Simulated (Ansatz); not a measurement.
**ZrTi2: a single-point run**

Aim: a sound single-point run of ZrTi2. The structure is shown as the input types it.

Program: Ansatz 0.2.0. Level of theory: DFT, PBEsol, PAW with Ansatz's default frozen-core files, scalar-relativistic. These are calculated values, not measurements.

## 1. Starting point

The structure is hexagonal, space group P6/mmm (No. 191). The conventional cell has a = 4.724 Å, b = 4.724 Å, c = 3.003 Å, α = 90.00°, β = 90.00°, γ = 120.00°. Zr (site symmetry 6/mmm) has 2 Zr at 3.00 Å and 12 Ti at 3.11 Å as nearest neighbours. Around Ti (site symmetry -6m2) lie 5 Ti at 2.73 to 3.00 Å and 6 Zr at 3.11 Å.

Coordinates:

```
CELL_PARAMETERS angstrom
4.72441 0.00000 0.00000
-2.36221 4.09146 0.00000
0.00000 0.00000 3.00345
ATOMIC_POSITIONS crystal
Zr 0.00000 0.00000 0.00000
Ti 0.66667 0.33333 0.50000
Ti 0.33333 0.66667 0.50000
```

## 2. Input and run

input.yaml

```yaml
crystal:
  lattice:
    - [4.7244142807, 0.0, 0.0]
    - [-2.3622071403, 4.0914627851, 0.0]
    - [0.0, 0.0, 3.00344532]
  atoms:
    - { symbol: Zr, position: [0.0, 0.0, 0.0] }
    - { symbol: Ti, position: [0.6666666667, 0.3333333333, 0.5] }
    - { symbol: Ti, position: [0.3333333333, 0.6666666667, 0.5] }
kpoints:
  mp_grid: { grid: [7, 7, 10] }
scf:
  occupations: { method: fermi_dirac, width: 0.05 }
  max_iter: [1, 2]
hamiltonian:
  xc: pbesol
  pseudopotentials: { kind: paw }
output:
  forces: true
  stress: true
  eigenvalues: true
  efg: { contact_densities: true }
  populations: true
```

On the command line:

```sh
$ ansatz run input.yaml --threads 1 --pin off --max-ram 3072MiB --backend cpu --events-out ev --progress --plain --runs-dir out
```

Q: Will this input give a usable result? If not, why, and what should change?

The run ended at the input check. Its message: «line 14 column 13: expected string scalar»

Look at the input: scf.max_iter is [1, 2]. A value is not one that its key takes.

Remedy: delete scf.max_iter (the default then holds).
